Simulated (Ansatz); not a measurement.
Working through harmonic frequencies at the relaxed geometry of AsH₂, SMILES [AsH2]

With Ansatz 0.2.0, Python API.

Run as a notebook:

In [1]:
```python
import ansatz as az
from ase import Atoms
from ase.thermochemistry import IdealGasThermo
import numpy as np
```

In [2]:
```python
GEOMETRY = """
As   -0.53780    0.28050   -0.27230
H     0.68720    0.82000    0.46790
H    -0.16040   -1.16540   -0.20890
"""
```

In [3]:
```python
system = az.Crystal.molecule()
for line in GEOMETRY.strip().splitlines():
    symbol, *xyz = line.split()
    system = system.atom(symbol, [float(v) for v in xyz])
```

In [4]:
```python
model = (
    system.calculation()
    .basis(gaussian="def2-SVP")
    .functional("pbe0")  # level of theory
    .spin("collinear", total=1)
)
symbols = [site.symbol for site in system.cartesian_sites]
start = np.array([site.position_ang for site in system.cartesian_sites], dtype=float)
r = model.relax(force_tolerance=0.003, max_steps=100).run(threads=1, backend="cpu").report
end = np.array(r["positions_ang"])
```

In [5]:
```python
print("final positions (A) and the move of each atom")
for symbol, xyz, old in zip(symbols, end, start):
    print(f"{symbol:2s} {xyz[0]:10.5f} {xyz[1]:10.5f} {xyz[2]:10.5f}   {np.linalg.norm(xyz - old):7.4f}")
```
```text
final positions (A) and the move of each atom
As   -0.57068    0.31228   -0.28744    0.0482
H     0.68288    0.76976    0.46035    0.0510
H    -0.12320   -1.14694   -0.18621    0.0473
```

In [6]:
```python
# frequencies need a stationary point, so they are taken at the relaxed geometry
minimum = az.Crystal.molecule()
for symbol, xyz in zip(symbols, end):
    minimum = minimum.atom(symbol, xyz.tolist())
vibrating = minimum.calculation()
vibrating = vibrating.basis(gaussian="def2-SVP")
vibrating = vibrating.functional("pbe0")
vibrating = vibrating.spin("collinear", total=1).phonons(temperatures=(100, 500, 100))
vib = vibrating.run(threads=1, backend="cpu").report["vibrations"]
sums = vib["harmonic_sums"]
modes = [m["omega_inv_cm"] for m in sums["modes_at_gamma"] if m["rigid_motion"] == "no"]
for number, w in enumerate(modes, start=1):
    print(f"mode {number:2d} {w:9.1f} 1/cm {w / 8065.544 * 1000:8.2f} meV")
print("imaginary modes:", sum(w < 0 for w in modes), " zero-point energy:", round(sums["zero_point_energy_ev"], 4), "eV")
# rigid rotor and ideal gas, symmetry number taken as one
gas = IdealGasThermo(vib_energies=[w / 8065.544 for w in modes if w > 0], geometry="linear" if len(modes) == 3 * len(symbols) - 5 else "nonlinear",
                     atoms=Atoms(symbols, positions=end), symmetrynumber=1, spin=0.5)
print(f"H(298 K) - E = {gas.get_enthalpy(298.15, verbose=False):.4f} eV")
print(f"S(298 K, 1 bar) = {96485.33 * gas.get_entropy(298.15, 1e5, verbose=False):.1f} J/(mol K) with symmetry number 1")
```
```text
mode  1    1008.1 1/cm   124.98 meV
mode  2    2203.5 1/cm   273.20 meV
mode  3    2218.4 1/cm   275.05 meV
imaginary modes: 0  zero-point energy: 0.3366 eV
H(298 K) - E = 0.4404 eV
S(298 K, 1 bar) = 231.1 J/(mol K) with symmetry number 1
```

The frequencies are harmonic and unscaled, in a modest basis. The result belongs to the one conformer reached from this start, and soft torsions count as harmonic oscillators. The species is open-shell (spin multiplicity 2). The entropy takes a symmetry number of 1; a symmetric molecule's is lower by R ln(sigma). It ran for 17 s on 1 thread of AMD EPYC 7R43 64-Core Processor (Zen 3) (shared host), peak memory 0.23 GiB.

(Lines on the test bed's own set-up are left out of the output.)
